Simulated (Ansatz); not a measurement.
Run this with the Ansatz DFT code, driven from Python and show what comes out.

`run_transition.py`:
```python
import ansatz as az
import numpy as np


def fcc(A, a):
    return (
        az.Lattice.fcc(a)
        .space_group(225)
        .atom(A, (0, 0, 0))
        .primitive()
    )


def sc(A, a):
    return (
        az.Lattice.cubic(a)
        .space_group(221)
        .atom(A, (0, 0, 0))
    )


def solve(name, crystal, pressure=0.0):
    calc = (
        crystal.calculation()
        .functional(az.Functional.PBESOL)
        .basis(630)
        .scf(tolerance=1e-05, max_iterations=100)
        .kpoints(spacing=0.39)
        .occupations("fermi_dirac", width=0.1)
    )
    calc = calc.relax(force_tolerance=0.02, max_steps=60, cell=True, pressure=pressure)
    return calc.run(threads=1)


def volume_per_atom(outcome):
    return abs(np.linalg.det(outcome.lattice.cell_ang)) / len(outcome.lattice.sites)


def main() -> None:
    phases = {}
    phases["fcc"] = fcc("S", 4.2)
    phases["sc"] = sc("S", 2.73)

    pressures = [0, 20, 40, 60]
    enthalpy, volume = {name: [] for name in phases}, {name: [] for name in phases}
    for p in pressures:
        for name, crystal in phases.items():
            o = solve(name, crystal, pressure=p)
            volume[name].append(volume_per_atom(o))
            enthalpy[name].append(o.report["energy_sigma0_ev"] / len(o.lattice.sites) + p * volume[name][-1] / 160.21766)
    gap = np.array(enthalpy["sc"]) - np.array(enthalpy["fcc"])
    rows = [(p, va, vb, 1000 * d) for p, va, vb, d in zip(pressures, volume["fcc"], volume["sc"], gap)]
    print("   P (GPa)  V fcc (A^3/atom)  V sc (A^3/atom)  H(sc) - H(fcc) (meV/atom)")
    for row in rows:
        print(f"{row[0]:10d}  {row[1]:16.3f}  {row[2]:15.3f}  {row[3]:+25.1f}")
    crossings = [p0 - g0 * (p1 - p0) / (g1 - g0) for p0, p1, g0, g1 in zip(pressures, pressures[1:], gap, gap[1:]) if g0 * g1 < 0]
    print("crossing near", [round(float(p), 1) for p in crossings], "GPa") if crossings else print("no crossing in this range")


if __name__ == "__main__":
    main()
```

Running `python run_transition.py` prints:
```text
DeckWarning: scf.convergence.dr2_threshold = 1e-5 eV is looser than this run's default, which is 1e-7 eV or tighter. The error in the forces grows as the threshold's square root, so leave the key out unless less accurate forces are enough
DeckWarning: relax.cell: scf.convergence.dr2_threshold = 1e-5 eV is looser than the 1e-10 eV advised for a relaxation that steers and ends on the stress (1e-10 eV for each atom of the cell: 1). What an SCF threshold leaves in a stress goes as its square root, and in the free energy as the threshold itself, and one threshold admits the most on a small cell: of the crystals measured, under no hybrid functional and no lock of the moments, on runs that ended without the residual-converged pass, on [...]
   P (GPa)  V fcc (A^3/atom)  V sc (A^3/atom)  H(sc) - H(fcc) (meV/atom)
         0            15.024           16.067                     -530.4
        20            12.873           13.815                     -409.2
        40            11.641           12.417                     -295.3
        60            10.791           11.279                     -213.0
no crossing in this range
```
(Warnings from the package without file and line, shortened.)

Notes:
- The settings weren't tested for convergence.
- At a fixed pressure a relaxation lowers the enthalpy F + PV, while F alone can rise.
- For the metals among these phases the mesh is modest: differences between phases can be off by up to 40 meV an atom.
- Only these two structures are compared, at zero temperature and with their symmetry kept; either may be hypothetical, and another phase may be lower than both. Differences under about 40 meV an atom lie within the error of mesh and functional.
- The cells are prototypes set up for this calculation and needn't exist.
- Finished in 16 s on 1 thread of Arm Neoverse V2, on a shared host, peak memory 0.34 GiB.

(Lines on the test bed's own set-up are left out of the output.)
